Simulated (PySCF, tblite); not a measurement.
# C3H6B2F2O: geometry, infrared bands and NMR shifts

Aim: predict the infrared bands and NMR shifts of C3H6B2F2O (`CBO/C=C/B(F)F`).

The runs use tblite 0.8.0 and PySCF 2.14.0, with density-fitted response routines of our own; the level of theory stands in each step. All values are computed, except where a source is named. Atoms are numbered from 0 throughout.

### 1 The starting structure

14 atoms, charge 0, multiplicity 1; geometry from: force field or distance geometry start.

Bonds of the start (Å): C0–B1 1.57, B1–O2 1.50, O2–C3 1.39, C3–C4 1.31, C4–B5 1.55, B5–F6 1.46, B5–F7 1.44, C0–H8 1.13, C0–H9 1.10, C0–H10 1.11, B1–H11 1.20, C3–H12 1.11, C4–H13 1.09.

### 2 Relaxing the molecule with GFN2-xTB

What the job is given:

```
{"job": {"kind": "relax", "xc": "GFN2-xTB", "basis": "xTB"}, "charge": 0, "multiplicity": 1}
C     -2.056100     0.605200     0.466500
B     -1.841100    -0.789300    -0.228100
O     -0.505300    -1.260600    -0.716700
C      0.650800    -0.914600    -0.026300
C      1.412100     0.007700    -0.562600
B      2.720100     0.427400     0.158000
F      2.765900     1.829500     0.570200
F      3.952100    -0.179200    -0.279300
H     -3.118700     0.640200     0.846800
H     -1.409700     0.803500     1.333100
H     -1.991500     1.452600    -0.246800
H     -2.590600    -1.673600     0.084300
H      0.897500    -1.405400     0.933200
H      1.113800     0.456300    -1.514300
```

The run is started by

```
$ OMP_NUM_THREADS=1 python probes_run.py task.json out
```

The driver reads the jobs from task.json and runs them one after another.

**Question.** This job is followed by: GFN2-xTB harmonic vibrations, gas phase; GIAO PBE0/pcSseg-1 NMR shielding, non-relativistic, gas phase. What will the session give for the following? strongest single infrared mode (GFN2-xTB); zero-point energy (GFN2-xTB); 13C shifts against TMS (PBE0/pcSseg-1); 1H shifts against TMS (PBE0/pcSseg-1, means over atoms taken as alike); 11B shifts against BF3·OEt2 (PBE0/pcSseg-1); 17O shifts against H2O (PBE0/pcSseg-1); 19F shifts against CFCl3 (PBE0/pcSseg-1, means over atoms taken as alike).

The runs gave:

| quantity | value |
| --- | --- |
| strongest single infrared mode (GFN2-xTB) | 1259 cm⁻¹, 505 km/mol |
| zero-point energy (GFN2-xTB) | 59.4 kcal/mol |
| 13C shifts against TMS (PBE0/pcSseg-1) | 174.8, 105.9, 5.2 ppm |
| 1H shifts against TMS (PBE0/pcSseg-1, means over atoms taken as alike) | 7.67, 5.48, 4.81, 0.64 ppm |
| 11B shifts against BF3·OEt2 (PBE0/pcSseg-1) | 49.4, 24.4 ppm |
| 17O shifts against H2O (PBE0/pcSseg-1) | 279.9 ppm |
| 19F shifts against CFCl3 (PBE0/pcSseg-1, means over atoms taken as alike) | -88.6 ppm |

**Reading.** Over 98 steps the energy fell by 2.215 eV; of the close pairs, B1–O2 changed most, 1.498 to 1.338 Å. All 36 modes are real, so the xTB geometry is a minimum. The strongest single mode, at 1259 cm⁻¹, moves mainly B5. GFN2-xTB is a fitted tight-binding method: band positions and strengths are rough. Its intensities can rank the bands wrongly. C3 (alkene carbon bearing oxygen) lies farthest downfield among carbon, at 174.8 ppm; an sp2 carbon further deshielded by the attached heteroatom. The most deshielded hydrogen is H12 (hydrogen on an alkene carbon bearing oxygen), at 7.67 ppm: attached to an sp2 carbon and in the plane of the double bond. At PBE0/pcSseg-1: The widest tensor belongs to O2: span 354 ppm, with a paramagnetic part of -338 ppm.
